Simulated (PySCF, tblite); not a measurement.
**C₃H₇AlN₂O: geometry, infrared bands and NMR shifts**

Aim: predict the infrared bands and NMR shifts of C₃H₇AlN₂O (`NC(=O)CC#[N+][AlH3-]`).

The runs use tblite 0.8.0 and PySCF 2.14.0, with density-fitted response routines of our own; the level of theory stands in each step. All values are computed, except where a source is named. Atoms count from 0, in the outputs and in this text.

### Step 1. The molecule as given

14 atoms, charge 0, multiplicity 1; geometry from: force field or distance geometry start.

Bonds of the start (Å): N0–C1 1.42, C1–O2 1.24, C1–C3 1.50, C3–C4 1.46, C4–N5 1.15, N5–Al6 1.87, N0–H7 1.05, N0–H8 1.05, C3–H9 1.10, C3–H10 1.12, Al6–H11 1.60, Al6–H12 1.60, Al6–H13 1.60.

### Step 2. Geometry optimisation with GFN2-xTB

Job settings and geometry (Å):

```
{"job": {"kind": "relax", "xc": "GFN2-xTB", "basis": "xTB"}, "charge": 0, "multiplicity": 1}
N     -2.614000    -0.322700     0.407800
C     -1.806300    -0.767500    -0.677700
O     -2.154000    -0.572700    -1.854300
C     -0.496000    -1.439100    -0.400300
C      0.539000    -0.442000    -0.138800
N      1.352300     0.354700     0.045600
Al     2.674300     1.644400     0.358400
H     -2.319800    -0.456000     1.404200
H     -3.523300     0.158800     0.215600
H     -0.200500    -2.074100    -1.254400
H     -0.591400    -2.102800     0.498400
H      3.704000     1.085700     1.448100
H      1.985500     2.978800     0.918300
H      3.449500     1.954000    -1.003000
```

Command:

```console
$ OMP_NUM_THREADS=1 python probes_run.py task.json out
```

The driver reads the jobs from task.json and runs them one after another.

**Question.** This job is followed by: GFN2-xTB harmonic vibrations, gas phase; GIAO PBE0/pcSseg-1 NMR shielding, non-relativistic, gas phase. What will the session give for the following? strongest single infrared mode (GFN2-xTB); zero-point energy (GFN2-xTB); 13C shifts against TMS (PBE0/pcSseg-1); 1H shifts against TMS (PBE0/pcSseg-1, means over atoms taken as alike); 15N shifts against NH3 (PBE0/pcSseg-1); 17O shifts against H2O (PBE0/pcSseg-1); 27Al shifts against AlH4- (PBE0/pcSseg-1).

As calculated:

```
                                                              quantity                       value
                             strongest single infrared mode (GFN2-xTB)       1812 cm⁻¹, 649 km/mol
                                          zero-point energy (GFN2-xTB)               56.1 kcal/mol
                                13C shifts against TMS (PBE0/pcSseg-1)      159.7, 135.2, 24.8 ppm
1H shifts against TMS (PBE0/pcSseg-1, means over atoms taken as alike)  6.33, 5.10, 4.25, 3.42 ppm
                                15N shifts against NH3 (PBE0/pcSseg-1)            253.7, 126.3 ppm
                                17O shifts against H2O (PBE0/pcSseg-1)                   432.6 ppm
                             27Al shifts against AlH4- (PBE0/pcSseg-1)                    58.2 ppm
```

Relaxing lowered the energy by 0.969 eV in 158 steps; the close pair that moved most is N5–Al6, from 1.873 to 1.991 Å. The lowest mode is imaginary (31i cm⁻¹), so the xTB geometry is not a minimum. The strongest single mode, at 1812 cm⁻¹, moves mainly C1. GFN2-xTB is a fitted tight-binding method: band positions and strengths are rough. Its intensities can rank the bands wrongly. The most deshielded carbon is C1 (amide carbonyl carbon), at 159.7 ppm: it is a carbonyl in resonance with an O or N lone pair, the region of acids, esters and amides. At PBE0/pcSseg-1: Shielding is most anisotropic at O2 (span 633 ppm, paramagnetic term -490 ppm).
